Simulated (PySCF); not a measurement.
# MoO4 ([MoO4]2-): the cost of one run

Programs: PySCF 2.14.0, with routines of our own; each step states its level. All values are computed. Atoms count from 0.

3 further runs of the same task are left out: 3 for a basis unfit for spin-orbit shieldings.

## (1) The starting structure

5 atoms, charge -2, multiplicity 1; geometry from: GFN2-xTB.

## (2) NMR shieldings: PBE0/pcSseg-1 Mo:x2c-TZVPall-2c, spin-free

The job: settings as JSON, then the geometry in Å.

```
{"job": {"xc": "PBE0", "basis": {"default": "pcSseg-1", "Mo": "x2c-TZVPall-2c"}, "rel": "sf", "kind": "hnmr"}, "charge": -2, "multiplicity": 1}
Mo    -0.000770    -0.000020     0.000380
O      0.010420    -0.017700     1.700210
O      1.598490     0.010230    -0.576940
O     -0.807910     1.392550    -0.547160
O     -0.800230    -1.385070    -0.576500
```

With the program's defaults for keys left out, this is: PBE0/pcSseg-1 Mo:x2c-TZVPall-2c GIAO NMR shielding, spin-free X2C, Gaussian nuclei, gas phase.

Started as:

```sh
OMP_NUM_THREADS=1 python heavy_run.py task.json out
```

This one command runs all jobs of the session in turn.

Q: Estimate the wall time and peak memory of this first job on 1 thread of Intel Xeon 6975P-C, shared host.

About 15 s, with a peak of 0.8 GiB.
